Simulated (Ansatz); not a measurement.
# H7MgNOSi2: taking an electron away

The task here is to estimate one member of a computed series from the others.

Computed with Ansatz 0.2.0, Gaussian basis. Level: unrestricted cation, the program's frozen cores in correlated methods.

Levels to be run: UKS PBE-D4/def2-TZVPP; UKS r2SCAN-D4/def2-TZVPP; UKS PBE0-D4/def2-TZVPP; UKS B3LYP-D4/def2-TZVPP; UKS wB97X-V/def2-TZVPP; UKS wB97M-V/def2-TZVPP; UKS B2PLYP/def2-TZVPP; UHF-CCSD(T)/def2-TZVPP; UHF-MP2/def2-QZVPP; extrapolation to the limit; then −ε(HOMO) from the neutral's earlier runs with LDA (SPW92), PBE-D4, revPBE-D4, BLYP-D4, r2SCAN-D4, B97M-V, PBE0-D4, B3LYP-D4, r2SCANh-D4, r2SCAN0-D4, HSE06-D4, BHLYP-D4, CAM-B3LYP-D4, LC-ωPBE, ωB97X-V, ωB97M-V.

## Structure used throughout

All runs share one geometry, relaxed beforehand with PBE0-D4 in a triple-zeta def2 set.

SMILES `[OH][Mg][N]([SiH3])[SiH3]`, 12 atoms, charge 0, spin multiplicity 1.

Atoms are counted from 1 here; the program's logs count them from 0.

Bond lengths: O1–Mg2 1.755 Å, O1–H6 0.947 Å, Mg2–N3 1.917 Å, N3–Si4 1.710 Å, N3–Si5 1.710 Å, Si4–H7 1.492 Å, Si4–H8 1.491 Å, Si4–H9 1.499 Å, Si5–H10 1.499 Å, Si5–H11 1.492 Å, Si5–H12 1.491 Å. Angles: Mg2–O1–H6 165.3°, O1–Mg2–N3 178.2°, Mg2–N3–Si4 117.1°, Mg2–N3–Si5 117.3°, Si4–N3–Si5 125.6°, N3–Si4–H7 113.6°, N3–Si4–H8 113.6°, N3–Si4–H9 107.2°, H7–Si4–H8 107.2°, H7–Si4–H9 107.4°, H8–Si4–H9 107.4°, N3–Si5–H10 107.3°, N3–Si5–H11 113.5°, N3–Si5–H12 113.6°, H10–Si5–H11 107.4°, H10–Si5–H12 107.5°, H11–Si5–H12 107.2°.

Geometry (Å):

```xyz
12
charge 0, multiplicity 1
O    -0.49237    3.32315    0.76439
Mg   -0.25358    1.63281    0.35935
N     0.04756   -0.21888   -0.03679
Si   -1.00982   -1.35180    0.68589
Si    1.34767   -0.59559   -1.08168
H    -0.77197    4.22718    0.79388
H    -1.78986   -2.15343   -0.30079
H    -0.32285   -2.31523    1.59377
H    -1.99211   -0.57721    1.51266
H     1.99223    0.69981   -1.47460
H     0.92428   -1.28295   -2.33587
H     2.39762   -1.44307   -0.44621
```

Set-up of the first run:

Contents of in.yaml:

```yaml
crystal:
  periodic: [false, false, false]
  atoms:
    - {symbol: O, position_ang: [-0.492369, 3.323154, 0.764394]}
    - {symbol: Mg, position_ang: [-0.253578, 1.632810, 0.359350]}
    - {symbol: N, position_ang: [0.047555, -0.218877, -0.036794]}
    - {symbol: Si, position_ang: [-1.009819, -1.351797, 0.685891]}
    - {symbol: Si, position_ang: [1.347667, -0.595591, -1.081681]}
    - {symbol: H, position_ang: [-0.771965, 4.227178, 0.793879]}
    - {symbol: H, position_ang: [-1.789862, -2.153432, -0.300791]}
    - {symbol: H, position_ang: [-0.322846, -2.315227, 1.593774]}
    - {symbol: H, position_ang: [-1.992113, -0.577211, 1.512661]}
    - {symbol: H, position_ang: [1.992226, 0.699807, -1.474604]}
    - {symbol: H, position_ang: [0.924283, -1.282949, -2.335865]}
    - {symbol: H, position_ang: [2.397620, -1.443065, -0.446214]}
basis:
  gaussian: {orbitals: def2-TZVPP}
total_charge: 1
magnetization: {spin_polarized: true, initial_magnetization: 1}
hamiltonian: {xc: pbe, dispersion: d4}
```

On the command line:

```console
$ ansatz run in.yaml --threads 2 --pin off --events-out ev --progress --plain --max-ram 32768MiB --backend cuda --devices 0, --max-vram 18GiB
```

Among the steps run: Cation, UKS PBE-D4/def2-TZVPP; Cation, UKS r2SCAN-D4/def2-TZVPP; Cation, UKS PBE0-D4/def2-TZVPP; Cation, UKS B3LYP-D4/def2-TZVPP; Cation, UKS wB97X-V/def2-TZVPP; Cation, UKS wB97M-V/def2-TZVPP; Cation, UKS B2PLYP (frozen core)/def2-TZVPP; Cation, UHF-CCSD(T)/def2-TZVPP; Cation, UHF-MP2/def2-QZVPP.

One of the session's tables, all rows but one given; the rest of the session is left out.

Orbital estimates, from the neutral's runs:

| functional | −ε(HOMO) (eV) |
| --- | --- |
| LDA (SPW92) | 6.22 |
| PBE-D4 | 6.11 |
| revPBE-D4 | 6.06 |
| BLYP-D4 | 5.98 |
| r2SCAN-D4 | 6.38 |
| B97M-V | 6.52 |
| PBE0-D4 | 7.36 |
| B3LYP-D4 | ? |
| r2SCANh-D4 | 6.84 |
| r2SCAN0-D4 | 7.55 |
| HSE06-D4 | 6.96 |
| BHLYP-D4 | 8.53 |
| CAM-B3LYP-D4 | 8.70 |
| LC-ωPBE | 10.05 |
| ωB97X-V | 9.72 |
| ωB97M-V | 9.62 |

Q: Estimate the row for B3LYP-D4 from the others.

Worked estimate for «−ε(HOMO) (eV)». Against the share of exact exchange, BLYP-D4 (0, 5.98), BHLYP-D4 (0.5, 8.53) give a slope of 5.10 per unit share; at 0.2 the line stands at 7.00.

The run gave: −ε(HOMO) (eV): 7.14. In «−ε(HOMO) (eV)» the line misses by -0.14.

Caveats from the session: The cation may have settled in a state other than its lowest; no search over hole states beyond the program's own was made.
